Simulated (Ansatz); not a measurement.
# CH4AlFS: the cost of one run

All numbers below are computed with Ansatz 0.2.0 (RKS PBE-D4/cc-pVDZ).

## (1) The system as given

Bond lengths: F1–C2 1.425 Å, C2–S3 1.849 Å, S3–Al4 2.309 Å, C2–H5 1.126 Å, C2–H6 1.127 Å, Al4–H7 1.571 Å, Al4–H8 1.593 Å. Angles: F1–C2–S3 111.2°, F1–C2–H5 108.1°, F1–C2–H6 110.3°, S3–C2–H5 110.2°, S3–C2–H6 108.5°, H5–C2–H6 108.4°, C2–S3–Al4 92.7°, S3–Al4–H7 120.6°, S3–Al4–H8 118.6°, H7–Al4–H8 120.7°.

Structure file:

```xyz
8

F     0.5581    0.5123    1.7024
C     0.2414    1.2258    0.5103
S    -1.3180    0.5918   -0.2538
Al   -0.3770   -1.4603   -0.7377
H     1.1015    1.1079   -0.2061
H     0.1112    2.3227    0.7332
H     0.2945   -1.7227   -2.1333
H    -0.5196   -2.6345    0.3292
```

## (2) Relaxing end A

Input file input.yaml:

```yaml
crystal:
  periodic: [false, false, false]
  atoms:
    - { symbol: F, position_ang: [0.5581, 0.5123, 1.7024] }
    - { symbol: C, position_ang: [0.2414, 1.2258, 0.5103] }
    - { symbol: S, position_ang: [-1.318, 0.5918, -0.2538] }
    - { symbol: Al, position_ang: [-0.377, -1.4603, -0.7377] }
    - { symbol: H, position_ang: [1.1015, 1.1079, -0.2061] }
    - { symbol: H, position_ang: [0.1112, 2.3227, 0.7332] }
    - { symbol: H, position_ang: [0.2945, -1.7227, -2.1333] }
    - { symbol: H, position_ang: [-0.5196, -2.6345, 0.3292] }
basis:
  gaussian: { orbitals: cc-pVDZ }
hamiltonian:
  xc: pbe
  dispersion: d4
relax:
  f_tol: 0.02
  max_steps: 50
```

Run with:

```sh
ansatz run input.yaml --threads 2 --pin off --max-ram 3072MiB --backend cpu --events-out ev --progress --plain --runs-dir out
```

What time and memory should one allow on 2 threads of Intel Xeon Platinum 8259CL at 2.50GHz (Skylake/Cascade Lake), shared host?

About 23 s, with a peak of 0.17 GiB.
